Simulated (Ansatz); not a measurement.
**GeW: relaxation of cell and atoms with PBEsol+D3(BJ)**

The system is GeW.

```xyz
2
Lattice="0.0000 2.5776 2.5776 2.5776 0.0000 2.5776 2.5776 2.5776 0.0000" Properties=species:S:1:pos:R:3 pbc="T T T"
Ge    2.5776    2.5776    2.5776
W     0.0000    0.0000    0.0000
```

The cell was built by a generator and needn't be a form met in nature.

```yaml
Program: Ansatz 0.2.0
Task: relaxation of cell and atoms
Functional: PBEsol
Dispersion: D3(BJ)
Potentials_or_basis: Ansatz PAW
Cutoff: "420 eV (not typed: the program's choice for these potentials)"
k_mesh: 9 × 9 × 9
Occupations: fermi-dirac, width 0.05 eV
Spin: no spin polarisation
```

- Relaxed volume: 16.12 Å³/atom
- Relaxed cell: a = 3.572 Å, b = 3.572 Å, c = 3.572 Å, α = 60.00°, β = 60.00°, γ = 60.00°
- Space group after relaxing (to 0.05 Å): Fm-3m (No. 225)
- Energy gained by relaxing: 35.5 meV/atom
- Ionic steps: 6
- Pressure after relaxing: 0.0 GPa
- Band gap on the k mesh: none (metal or under the smearing width)

Step by step:
```csv
step,energy change (eV),largest force (eV/Å),volume (Å³)
1,0.0000,0.0000,34.25
2,-0.0257,0.0000,30.76
3,-0.0710,0.0000,32.39
4,-0.0716,0.0000,32.25
5,-0.0716,0.0000,32.24
6,-0.0710,0.0000,32.24
```

Final structure:
```cif
data_structure
_symmetry_space_group_name_H-M 'P 1'
_symmetry_Int_Tables_number 1
_cell_length_a 3.5723
_cell_length_b 3.5723
_cell_length_c 3.5723
_cell_angle_alpha 60.000
_cell_angle_beta 60.000
_cell_angle_gamma 60.000
_cell_volume 32.24
loop_
_atom_site_label
_atom_site_type_symbol
_atom_site_fract_x
_atom_site_fract_y
_atom_site_fract_z
_atom_site_occupancy
Ge1 Ge 0.50000 0.50000 0.50000 1
W1 W 0.00000 0.00000 0.00000 1
```

Levels at points of the mesh, in eV from the Fermi level:
| k point | band 10 | band 11 | band 12 | band 13 | band 14 | band 15 | band 16 | band 17 | band 18 |
| --- | --- | --- | --- | --- | --- | --- | --- | --- | --- |
| (0.00, 0.00, 0.00) | -12.79 | -1.77 | -1.77 | -1.77 | -0.92 | -0.92 | 2.58 | 2.58 | 2.58 |

It took 7.1 s on 2 threads of Arm Neoverse N1 (shared host), peak memory 0.32 GiB.

Caveat: the plane-wave basis is chosen anew once the cell has moved, so the energies of steps on either side of that aren't comparable; pairwise dispersion overbinds metals, which lowers pressure and volume; the PAW data sets come from PBE, with cores solved anew for the run's functional, which leaves a small shift of forces and pressure. Spin-orbit coupling is left out, which matters for the levels of W.
